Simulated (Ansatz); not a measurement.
# Gd2Ni3B6: how the settings move a calculation

Aim: see which settings change the result for Gd2Ni3B6, by how much, and at what cost.

Program: Ansatz 0.2.0. Level of theory: reference: DFT PBEsol, scalar-relativistic, plane waves, PAW. These are calculated values, not measurements.

## 1. Starting point

It takes space group Cmmm (No. 65, orthorhombic). Conventional cell: a = 7.631 Å, b = 8.608 Å, c = 3.407 Å, α = 90.00°, β = 90.00°, γ = 90.00°. Gd (site symmetry m2m) has 12 B at 2.69 to 2.73 Å and 6 Ni at 2.84 to 2.94 Å as nearest neighbours. Around Ni (site symmetry mmm) lie 4 B at 2.19 Å and 4 Ni at 2.43 Å. Around Ni (site symmetry 2mm) lie 6 B at 2.10 to 2.14 Å. Around B (site symmetry m) lie 2 B at 1.73 to 1.76 Å and 3 Ni at 2.14 to 2.19 Å. Around B (site symmetry 2mm) lie 3 B at 1.72 to 1.76 Å and 2 Ni at 2.10 Å.

Structure file:

```
CELL_PARAMETERS angstrom
3.81574 -4.30390 0.00000
3.81574 4.30390 0.00000
0.00000 0.00000 3.40686
ATOMIC_POSITIONS crystal
Gd 0.72304 0.27696 0.00000
Gd 0.27696 0.72304 0.00000
Ni 0.00000 0.00000 0.50000
Ni 0.22645 0.22645 0.00000
Ni 0.77355 0.77355 0.00000
B 0.08150 0.38268 0.50000
B 0.91850 0.61732 0.50000
B 0.38268 0.08150 0.50000
B 0.61732 0.91850 0.50000
B 0.38760 0.38760 0.50000
B 0.61240 0.61240 0.50000
```

## 2. The reference run

File input.yaml:

```yaml
crystal:
  lattice:
    - [3.8157445594, -4.303901343, 0.0]
    - [3.8157445594, 4.303901343, 0.0]
    - [0.0, 0.0, 3.4068557676]
  atoms:
    - { symbol: Gd, position: [0.7230353872, 0.2769646128, 0.0], spin: 7.56 }
    - { symbol: Gd, position: [0.2769646128, 0.7230353872, 0.0], spin: 7.56 }
    - { symbol: Ni, position: [0.0, 0.0, 0.5], spin: 0.11 }
    - { symbol: Ni, position: [0.2264501818, 0.2264501818, 0.0] }
    - { symbol: Ni, position: [0.7735498182, 0.7735498182, 0.0] }
    - { symbol: B, position: [0.0815025042, 0.38267917, 0.5] }
    - { symbol: B, position: [0.9184974958, 0.61732083, 0.5] }
    - { symbol: B, position: [0.38267917, 0.0815025042, 0.5] }
    - { symbol: B, position: [0.61732083, 0.9184974958, 0.5] }
    - { symbol: B, position: [0.3876003551, 0.3876003551, 0.5] }
    - { symbol: B, position: [0.6123996449, 0.6123996449, 0.5] }
basis:
  ecutwfc: 420
kpoints:
  mp_grid: { grid: [6, 6, 10] }
hamiltonian:
  xc: pbesol
scf:
  occupations: { method: gaussian, width: 0.05 }
  lower_state_search: "off"
output:
  forces: true
  stress: true
  eigenvalues: true
  populations: true
  hubbard: { sites: [{ species: Gd, l: f }] }
magnetization:
  spin_polarized: true
relax:
  adjacent_minimum: "off"
  f_tol: 0.01
  max_steps: 50
  cell: { stress_tol: 0.1 }
```

Started as:

```
$ ansatz run input.yaml --threads 8 --pin off --max-ram 14336MiB --backend cpu --events-out ev --progress --plain --runs-dir out
```

## 3. The same system, input altered

File input.yaml:

```yaml
crystal:
  lattice:
    - [3.8495259231, -4.3175130636, 0.0]
    - [3.8495259231, 4.3175130636, 0.0]
    - [0.0, 0.0, 3.4469454685]
  atoms:
    - { symbol: Gd, position: [0.7242633576, 0.2757366424, 0.0], spin: 7.56 }
    - { symbol: Gd, position: [0.2757366424, 0.7242633576, 0.0], spin: 7.56 }
    - { symbol: Ni, position: [0.0, 0.0, 0.5], spin: 0.11 }
    - { symbol: Ni, position: [0.2264759423, 0.2264759423, 0.0] }
    - { symbol: Ni, position: [0.7735240577, 0.7735240577, 0.0] }
    - { symbol: B, position: [0.0851166818, 0.3828116192, 0.5] }
    - { symbol: B, position: [0.9148833182, 0.6171883808, 0.5] }
    - { symbol: B, position: [0.3828116192, 0.0851166818, 0.5] }
    - { symbol: B, position: [0.6171883808, 0.9148833182, 0.5] }
    - { symbol: B, position: [0.3865553322, 0.3865553322, 0.5] }
    - { symbol: B, position: [0.6134446678, 0.6134446678, 0.5] }
kpoints:
  mp_grid: { grid: [6, 6, 10] }
hamiltonian:
  xc: pbesol
  pseudopotentials: { kind: paw, source: jth }
scf:
  occupations: { method: gaussian, width: 0.05 }
  lower_state_search: "off"
output:
  forces: true
  eigenvalues: true
  stress: true
magnetization:
  spin_polarized: true
```

(Steps that only read results are left out.)

What does the calculation give? Wanted: for each run, ending; energy change.

**Answer**, as computed:

| run | ending | energy change | cycles | time |
| --- | --- | --- | --- | --- |
| reference | converged | - | - | 4 min |
| 1: pseudopotentials.kind paw, pseudopotentials.source jth, ecutwfc left out | refused | - | - | 0.04 s |

Times don't compare one to one where runs were asked for different outputs or read a saved state (see the inputs); cycles may leave out searches for a lower state.

**Reading.** With the changed potentials and cutoff the run ends refused. 1 of the 1 altered inputs did not end normally.
